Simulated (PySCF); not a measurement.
# MoCl2: structure of the triplet

Aim: relax MoCl2 as a triplet from a linear start, check by its vibrations whether the end is a minimum, and collect its spectrum and constants.

Method: PBE0, basis Mo def2-TZVP with ECP28, Cl def2-TZVP, scalar-relativistic core potentials, no spin–orbit coupling, density fitting; program: PySCF 2.14.0.

## Step 1: The system as given

3 atoms, charge 0, spin multiplicity 3.

Bond lengths: Mo1–Cl2 2.370 Å, Mo1–Cl3 2.370 Å. Angles: Cl2–Mo1–Cl3 180.0°.

```xyz
3
charge 0 multiplicity 3
Mo    0.0000    0.0000    0.0000
Cl    0.0000    0.0000    2.3700
Cl    0.0000    0.0000   -2.3700
```

## Step 2: Finding the electronic state

The steps below are one call of a driver around PySCF. For each, scf.py gives the equivalent set-up of the SCF; relaxations use the driver's own optimiser. After this first run the driver tries any further starts and a stability analysis.

scf.py

```python
from pyscf import gto, scf, dft
mol = gto.M(atom='''
Mo     0.000000     0.000000     0.000000
Cl     0.000000     0.000000     2.370000
Cl     0.000000     0.000000    -2.370000''',
    basis={'Mo': 'def2-TZVP', 'Cl': 'def2-TZVP'},
    ecp={'Mo': 'def2-TZVP'},
    charge=0, spin=2)
mf = dft.UKS(mol, xc='PBE0')
mf.grids.atom_grid = (50, 194)
aux = {'Mo': 'def2-universal-JKFIT', 'Cl': 'def2-universal-JKFIT'}
mf = mf.density_fit(auxbasis=aux)
mf.conv_tol = 1e-08
mf.diis_space = 10
mf.max_cycle = 60
mf.init_guess = 'minao'
mf.verbose = 4
mf.kernel()
```

Command:

```console
OMP_NUM_THREADS=4 python axn.py task.json out
```

After this run come: Relaxation: linear start, triplet; Vibrations and properties at this point; Downhill along the imaginary mode; Is it a minimum? Harmonic modes.

Q: Predict the outcome of this session. Wanted: minimum; geometry; wavenumbers; dipole moment; highest occupied, lowest empty level; polar-tensor charge of Mo1; zero-point energy; atomisation energy; ⟨S²⟩.

The runs gave:

| quantity | value |
| --- | --- |
| minimum | broken-symmetry (Ms = 1), C2v |
| geometry | Mo–Cl 2.241 Å (×2); Cl–Mo–Cl 134.3° |
| wavenumbers (cm⁻¹) | 73, 379, 432 |
| dipole moment | 2.12 D |
| highest occupied, lowest empty level (either spin) | -6.13, -3.32 eV |
| polar-tensor charge of Mo1 | +1.18 e |
| zero-point energy | 5.3 kJ/mol |
| entropy at 298.15 K | 311.7 J/(mol K) |
| atomisation energy (no zero-point energy) | 650 kJ/mol |
| ⟨S²⟩ | 2.945 |

**Reading.** From D∞h at the start the molecule goes to a C2v minimum, after a stop at a saddle point 11.6 kJ/mol higher, from which it was pushed off along an imaginary mode. The determinant is spin-contaminated (⟨S²⟩ = 2.95 against 2.00), so it is no pure spin state. In the infrared the band at 432 cm⁻¹ (stretch) leads. The first SCF alone would have been 76 kJ/mol too high. Other starts or spin states, not run here, may lie lower. The SCF density has lower symmetry than the nuclear frame. One determinant may miss the lowest occupation of an open d or f shell.
